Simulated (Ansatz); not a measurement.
**CH₇BGeSe: up Jacob's ladder to CCSD(T)**

Aim: compute CH₇BGeSe with functionals from several rungs and with coupled cluster. The yardstick is the atomisation energy at the CCSD(T) limit.

Computed with Ansatz 0.2.0, Gaussian basis. Level: functionals in def2-TZVPP, the program's frozen cores in correlated methods.

Levels to be run: LDA (SPW92), PBE-D4, revPBE-D4, BLYP-D4, r2SCAN-D4, B97M-V, PBE0-D4, B3LYP-D4, r2SCANh-D4, r2SCAN0-D4, HSE06-D4, BHLYP-D4, CAM-B3LYP-D4, LC-ωPBE, ωB97X-V, ωB97M-V, B2PLYP, PBE-QIDH; CCSD(T)/def2-SVP; CCSD(T)/def2-TZVPP; MP2/def2-QZVPP; extrapolation to the limit; RPA on PBE.

## 1. Structure used throughout

An earlier PBE0-D4 in a triple-zeta def2 set relaxation fixed the geometry.

SMILES `B[CH2][GeH2][SeH]`, 11 atoms, charge 0, spin multiplicity 1.

Atoms are counted from 1 here; the program's logs count them from 0.

Bond lengths: B1–C2 1.531 Å, B1–H5 1.198 Å, B1–H6 1.198 Å, C2–Ge3 1.982 Å, C2–H7 1.091 Å, C2–H8 1.093 Å, Ge3–Se4 2.360 Å, Ge3–H9 1.538 Å, Ge3–H10 1.539 Å, Se4–H11 1.469 Å. Angles: C2–B1–H5 120.6°, C2–B1–H6 120.5°, H5–B1–H6 118.8°, B1–C2–Ge3 103.8°, B1–C2–H7 116.5°, B1–C2–H8 115.9°, Ge3–C2–H7 104.6°, Ge3–C2–H8 103.0°, H7–C2–H8 111.0°, C2–Ge3–Se4 106.9°, C2–Ge3–H9 110.9°, C2–Ge3–H10 109.0°, Se4–Ge3–H9 110.3°, Se4–Ge3–H10 109.8°, H9–Ge3–H10 109.9°, Ge3–Se4–H11 92.9°.

Geometry (Å):

```
B    -1.1362    1.2645   -0.3447
C     0.3655    1.0375   -0.5412
Ge    0.7375   -0.6033    0.5067
Se   -0.7528   -2.2633   -0.2639
H    -1.9297    0.7851   -1.1027
H    -1.5402    1.8623    0.6115
H     0.6925    0.7969   -1.5544
H     1.0252    1.7783   -0.0818
H     0.5264   -0.3538    2.0091
H     2.1888   -1.0443    0.2475
H    -0.1115   -3.3169    0.5347
```

## 2. LDA

This LDA is Slater exchange with PW92 correlation.

File in.yaml:

```yaml
crystal:
  periodic: [false, false, false]
  atoms:
    - {symbol: B, position_ang: [-1.136218, 1.264529, -0.344691]}
    - {symbol: C, position_ang: [0.365456, 1.037500, -0.541239]}
    - {symbol: Ge, position_ang: [0.737547, -0.603262, 0.506673]}
    - {symbol: Se, position_ang: [-0.752795, -2.263260, -0.263912]}
    - {symbol: H, position_ang: [-1.929745, 0.785072, -1.102711]}
    - {symbol: H, position_ang: [-1.540204, 1.862310, 0.611504]}
    - {symbol: H, position_ang: [0.692520, 0.796871, -1.554377]}
    - {symbol: H, position_ang: [1.025175, 1.778292, -0.081817]}
    - {symbol: H, position_ang: [0.526416, -0.353836, 2.009148]}
    - {symbol: H, position_ang: [2.188771, -1.044313, 0.247469]}
    - {symbol: H, position_ang: [-0.111523, -3.316901, 0.534652]}
basis:
  gaussian: {orbitals: def2-TZVPP}
hamiltonian: {xc: lda}
output: {orbitals: {seedname: orbitals}}
```

Started as:

```sh
> ansatz run in.yaml --threads 4 --pin off --events-out ev --progress --plain --max-ram 10444MiB
```

Further steps of the session: PBE-D4 (GGA); revPBE-D4 (GGA); BLYP-D4 (GGA); r2SCAN-D4 (meta-GGA); B97M-V (meta-GGA); B3LYP-D4 (hybrid); r2SCANh-D4 (hybrid); r2SCAN0-D4 (hybrid); HSE06-D4 (hybrid); BHLYP-D4 (hybrid); CAM-B3LYP-D4 (range-separated); LC-ωPBE (range-separated); ωB97X-V (range-separated); ωB97M-V (range-separated); B2PLYP (double hybrid); PBE-QIDH (double hybrid); CCSD(T) in def2-SVP; CCSD(T) in def2-TZVPP; MP2 in def2-QZVPP; RPA on PBE orbitals.

**Question.** What will the summary of the whole plan be? Wanted: atomisation energy, CCSD(T)/CBS; farthest beyond LDA; mean size of error, GGA; mean size of error, meta-GGA; mean size of error, hybrid; mean size of error, range-separated; mean size of error, double hybrid; gap, smallest and largest; T1 diagnostic.

**Answer**, as computed:

| quantity | value |
| --- | --- |
| atomisation energy, CCSD(T)/CBS | 3513.5 kJ/mol |
| functionals within 35.1 kJ/mol (1.0 %) | PBE-D4, r2SCAN-D4, B97M-V, PBE0-D4, B3LYP-D4, r2SCANh-D4, r2SCAN0-D4, HSE06-D4, CAM-B3LYP-D4, ωB97X-V, ωB97M-V, PBE-QIDH |
| farthest beyond LDA | BHLYP-D4 (-62.4 kJ/mol) |
| mean size of error, GGA | 37.8 kJ/mol |
| mean size of error, meta-GGA | 16.1 kJ/mol |
| mean size of error, hybrid | 17.8 kJ/mol |
| mean size of error, range-separated | 17.8 kJ/mol |
| mean size of error, double hybrid | 33.4 kJ/mol |
| gap, smallest and largest | 3.28 eV (LDA (SPW92)), 10.37 eV (LC-ωPBE) |
| T1 diagnostic | 0.0101 |
| triples share of the correlation energy | 3.6 % |

The LDA atomisation energy is off by 441.1 kJ/mol (13 %): it overbinds. PBE-D4 misses by +13.5 kJ/mol. Double hybrids carry the basis error of their MP2 part in triple zeta, and no dispersion term here, so their miss is partly the set-up's. The rungs meta-GGA, hybrid, range-separated, double hybrid miss on average by less than the doubt on the reference (35.1 kJ/mol), so they tie. The reference freezes the cores and leaves out relativity and excitations past (T), and its outer-core shells are covered unevenly, so misses under about 35.1 kJ/mol can't be ranked. All levels share the lack of spin-orbit coupling, which lowers the free heavy atoms and so the true binding. Hartree-Fock recovers 75 % of the binding; the rest is correlation. CCSD(T) in def2-SVP is off by -194.7 kJ/mol, worse than the median functional, from the basis alone. The gap grows from 3.3 to 10.4 eV across the functionals, mostly with the share of exact exchange. Correlated methods include outer-core shells of Ge, Se, which these sets cover unevenly.
